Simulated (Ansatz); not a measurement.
This script drives Ansatz 0.2.0, Python API.

`hull_hfmo2.py`:
```python
"""Stability of Hf-Mo compounds against each other, after relaxing atoms and volume at fixed cell shape."""

from collections import Counter
import warnings

import ansatz
from ase import Atoms
import numpy as np
from scipy.spatial import ConvexHull


def ground_state(name, crystal):
    calc = crystal.calculation()
    calc = calc.functional("lda")
    calc = calc.basis(520)
    calc = calc.kpoints(spacing=0.33)
    calc = calc.occupations("fermi_dirac", width=0.05)
    calc = calc.relax(force_tolerance=0.02, max_steps=60, fix_cell=["shape"])
    return calc.run(threads=1, backend="cpu")


def counts(outcome):
    return Counter(site.symbol for site in outcome.lattice.sites)

def formation_energy(outcome, mu):
    n = counts(outcome)
    return (outcome.report["energy_sigma0_ev"] - sum(k * mu[element] for element, k in n.items())) / sum(n.values())


def main() -> None:
    warnings.simplefilter("ignore", ansatz.DeckWarning)

    phases = {}
    atoms = Atoms(
        ["Hf", "Hf", "Mo", "Mo", "Mo", "Mo"],
        scaled_positions=[
            [0.0, 0.0, 0.0],
            [0.25, 0.25, 0.25],
            [0.625, 0.625, 0.625],
            [0.125, 0.625, 0.625],
            [0.625, 0.625, 0.125],
            [0.625, 0.125, 0.625],
        ],
        cell=[
            [0.0, 3.7775, 3.7775],
            [3.7775, 0.0, 3.7775],
            [3.7775, 3.7775, 0.0],
        ],
        pbc=True,
    )
    hfmo2_fd_3m = ansatz.Crystal.from_ase(atoms)
    phases["HfMo2 Fd-3m"] = hfmo2_fd_3m
    hfmo_cmmm = (
        ansatz.Lattice.from_parameters(3.342407, 4.944934, 4.447011, alpha=90, beta=90, gamma=90)
        .space_group(65, hermann_mauguin="Cmmm")
        .atom("Hf", [0.0, 0.0, 0.0])
        .atom("Mo", [0.5, 0.0, 0.5])
        .primitive()
    )
    phases["HfMo Cmmm"] = hfmo_cmmm
    atoms = Atoms(
        ["Hf", "Hf"],
        scaled_positions=[
            [1 / 3, 2 / 3, 0.25],
            [2 / 3, 1 / 3, 0.75],
        ],
        cell=[
            [3.1967, 0.0, 0.0],
            [-1.59835, 2.768423, 0.0],
            [0.0, 0.0, 5.0578],
        ],
        pbc=True,
    )
    hf = ansatz.Crystal.from_ase(atoms)
    phases["Hf"] = hf
    mo = (
        ansatz.Lattice.bcc(3.14683)
        .space_group(229)
        .atom("Mo", [0.0, 0.0, 0.0])
        .primitive()
    )
    phases["Mo"] = mo

    done = {name: ground_state(name, crystal) for name, crystal in phases.items()}

    # chemical potentials of the elements at zero temperature
    references = {"Hf": "Hf", "Mo": "Mo"}
    mu = {element: done[name].report["energy_sigma0_ev"] / len(done[name].lattice.sites) for element, name in references.items()}
    points = sorted((counts(o)["Mo"] / len(o.lattice.sites), formation_energy(o, mu), name) for name, o in done.items())

    xy = np.array([(x, e) for x, e, _ in points] + [(0.5, 10.0)])
    hull = sorted(tuple(xy[i]) for i in ConvexHull(xy).vertices if xy[i, 1] < 5)
    rows = [(name, x, e, e - np.interp(x, *zip(*hull))) for x, e, name in points]
    print("     phase       x(Mo)  E_form (eV/atom)  above hull (eV/atom)")
    for row in rows:
        print(f"{str(row[0]):>10}  {row[1]:10.3f}  {row[2]:16.4f}  {row[3]:20.4f}")
    print("on the hull of these phases:", ", ".join(row[0] for row in rows if row[3] < 1e-6))


if __name__ == "__main__":
    main()
```

It is started by `python hull_hfmo2.py`. Estimate its wall time and peak memory on 1 thread of Arm Neoverse V1, with other jobs on the host.

It took about 59 s, with a peak of 0.54 GiB, for 4 runs of the engine.

```console
$ python hull_hfmo2.py
     phase       x(Mo)  E_form (eV/atom)  above hull (eV/atom)
        Hf       0.000            0.0000                0.0000
 HfMo Cmmm       0.500            0.0621                0.1643
HfMo2 Fd-3m       0.667           -0.1362                0.0000
        Mo       1.000            0.0000                0.0000
on the hull of these phases: Hf, HfMo2 Fd-3m, Mo
```

What to keep in mind:
- No spin polarisation was allowed.
- For the metals among these phases the mesh is modest: differences between phases can be off by up to 40 meV an atom.
- Atoms and volume are relaxed with the cell's shape held, which in cells of lower than cubic symmetry can hide stresses and shift volumes.
- Spin-orbit coupling, which matters for elements this heavy, is left out.
- The cells come from databases of deposited and of computed structures, and not all need be stable phases.
- Differences under about 40 meV an atom lie within the error of mesh and functional, so such verdicts may flip; only the cells listed enter the hull.
